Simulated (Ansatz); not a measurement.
**Ti2C: under pressure**

The task here is to estimate one member of a computed series from the others.

Program: Ansatz 0.2.0. Level of theory: DFT r2SCAN, scalar-relativistic, plane waves, PAW. These are calculated values, not measurements.

1 further run of the same task is left out (set aside as unsound or not needed).

### The structure to begin with

Symmetry: Fd-3m, No. 227, cubic system. The conventional cell has a = 8.620 Å, b = 8.620 Å, c = 8.620 Å, α = 90.00°, β = 90.00°, γ = 90.00°. Ti (site symmetry 3m) has 3 C at 2.10 Å in its first shell of neighbours. C (site symmetry -3m) is surrounded by 6 Ti at 2.10 Å.

Coordinates:

```xyz
12
Lattice="0.0000 4.3102 4.3102 4.3102 0.0000 4.3102 4.3102 4.3102 0.0000" Properties=species:S:1:pos:R:3 pbc="T T T"
Ti    3.2871    5.3333    5.3333
Ti    3.2871    3.2871    3.2871
Ti    5.3333    5.3333    3.2871
Ti    5.4421    7.4883    5.4421
Ti    7.4883    7.4883    7.4883
Ti    7.4883    5.4421    5.4421
Ti    5.4421    5.4421    7.4883
Ti    5.3333    3.2871    5.3333
C     5.3877    5.3877    5.3877
C     5.3877    3.2326    3.2326
C     3.2326    3.2326    5.3877
C     3.2326    5.3877    3.2326
```

It goes back to an entry of the Materials Project, which need not be the stable form.

This cell was relaxed beforehand with the same method: volume 13.35 Å³/atom, gap on the mesh none (metal).

The first run:

Contents of input.yaml:

```yaml
crystal:
  lattice:
    - [0.0, 4.3242600884, 4.3242600884]
    - [4.3242600884, 0.0, 4.3242600884]
    - [4.3242600884, 4.3242600884, 0.0]
  atoms:
    - { symbol: Ti, position: [0.8560534353, 0.3813155216, 0.3813155216] }
    - { symbol: Ti, position: [0.3813155216, 0.3813155216, 0.3813155216] }
    - { symbol: Ti, position: [0.3813155216, 0.3813155216, 0.8560534353] }
    - { symbol: Ti, position: [0.8686844784, 0.3939465647, 0.8686844784] }
    - { symbol: Ti, position: [0.8686844784, 0.8686844784, 0.8686844784] }
    - { symbol: Ti, position: [0.3939465647, 0.8686844784, 0.8686844784] }
    - { symbol: Ti, position: [0.8686844784, 0.8686844784, 0.3939465647] }
    - { symbol: Ti, position: [0.3813155216, 0.8560534353, 0.3813155216] }
    - { symbol: C, position: [0.625, 0.625, 0.625] }
    - { symbol: C, position: [0.125, 0.625, 0.625] }
    - { symbol: C, position: [0.625, 0.625, 0.125] }
    - { symbol: C, position: [0.625, 0.125, 0.625] }
basis:
  ecutwfc: 500
kpoints:
  mp_grid: { grid: [8, 8, 8] }
hamiltonian:
  xc: r2scan
scf:
  occupations: { method: gaussian, width: 0.1 }
output:
  forces: true
  stress: true
  eigenvalues: true
relax:
  adjacent_minimum: "off"
  f_tol: 0.008
  max_steps: 50
  cell: { stress_tol: 0.08, p_target: -1.0 }
```

On the command line:

```sh
> ansatz run input.yaml --threads 2 --pin off --max-ram 5120MiB --backend cpu --events-out ev --progress --plain --runs-dir out
```

Among the steps run: Target pressure -1 GPa; 1 GPa; Target pressure 4 GPa; Relaxing at 12 GPa; Relaxing at 25 GPa.

One table of the session follows, with a row left open; its other results are not shown here.

Lengths are those of the vectors of the cell that was run:

```
P (GPa)  V (Å³/atom)  a (Å)  b (Å)  c (Å)  ΔH (eV/atom)
     -1        13.44  6.109  6.109  6.109        -0.084
      0        13.35  6.095  6.095  6.095         0.000
      1        13.26  6.082  6.082  6.082         0.083
      4            ?      ?      ?      ?             ?
     12        12.44  5.955  5.955  5.955         0.964
     25        11.72  5.837  5.837  5.837         1.943
```

**Question.** Estimate the row for P (GPa) = 4.

Worked estimate for «V (Å³/atom)». A straight line through the neighbours (1, 13.26) and (12, 12.44) gives 13.26 + (12.44 − 13.26) × (4 − 1) / (12 − 1) = 13.04; a parabola fitted to 4 rows on both sides gives 13.02.

**Answer.** V (Å³/atom): 13.01; a (Å): 6.044; b (Å): 6.044; c (Å): 6.044; ΔH (eV/atom): 0.329. In «V (Å³/atom)» the line misses by +0.03 and the parabola by +0.01.

ΔH is E + PV over the energy at zero pressure; a, b and c are the vectors of the computed cell. 

To keep in mind: Other structures may take over in this range; these runs cannot find them.
